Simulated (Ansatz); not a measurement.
# CdTe4: the cost of one run

Program: Ansatz 0.2.0. Level of theory: DFT PBE, scalar-relativistic, plane waves, PAW. These are calculated values, not measurements.

### 1 The starting structure

It takes space group P4/mmm (No. 123, tetragonal). The conventional cell has a = 4.703 Å, b = 4.703 Å, c = 7.416 Å, α = 90.00°, β = 90.00°, γ = 90.00°. Cd (site symmetry 4/mmm) has 8 Te at 3.26 Å as nearest neighbours. Te (site symmetry 2mm) has 5 Te at 2.89 to 3.33 Å and 2 Cd at 3.26 Å as nearest neighbours.

Structure file:

```
Cd Te
1.0
     4.70306    0.00000    0.00000
     0.00000    4.70306    0.00000
     0.00000    0.00000    7.41621
Cd Te
1 4
Direct
  0.00000 0.00000 0.00000
  0.00000 0.50000 0.69460
  0.50000 0.00000 0.69460
  0.00000 0.50000 0.30540
  0.50000 0.00000 0.30540
```

A structure generator made this guess: random cell by space group and Wyckoff sites (P4/mmm, No. 123). Its size is a rough estimate.

### 2 A first look at the guess

The input, input.yaml:

```yaml
crystal:
  lattice:
    - [4.7030573, 0.0, 0.0]
    - [0.0, 4.7030573, 0.0]
    - [0.0, 0.0, 7.41621393]
  atoms:
    - { symbol: Cd, position: [0.0, 0.0, 0.0] }
    - { symbol: Te, position: [0.0, 0.5, 0.69460021] }
    - { symbol: Te, position: [0.5, 0.0, 0.69460021] }
    - { symbol: Te, position: [0.0, 0.5, 0.30539979] }
    - { symbol: Te, position: [0.5, 0.0, 0.30539979] }
basis:
  ecutwfc: 420
kpoints:
  mp_grid: { grid: [4, 4, 4] }
hamiltonian:
  xc: pbe
scf:
  occupations: { method: gaussian, width: 0.1 }
  lower_state_search: "off"
output:
  forces: true
  stress: true
  eigenvalues: true
```

Started as:

```sh
ansatz run input.yaml --threads 1 --pin off --max-ram 2560MiB --backend cpu --events-out ev --progress --plain --runs-dir out
```

What time and memory should one allow on 1 thread of Arm Neoverse V1, shared host?

About 8.4 s, with a peak of 0.43 GiB.
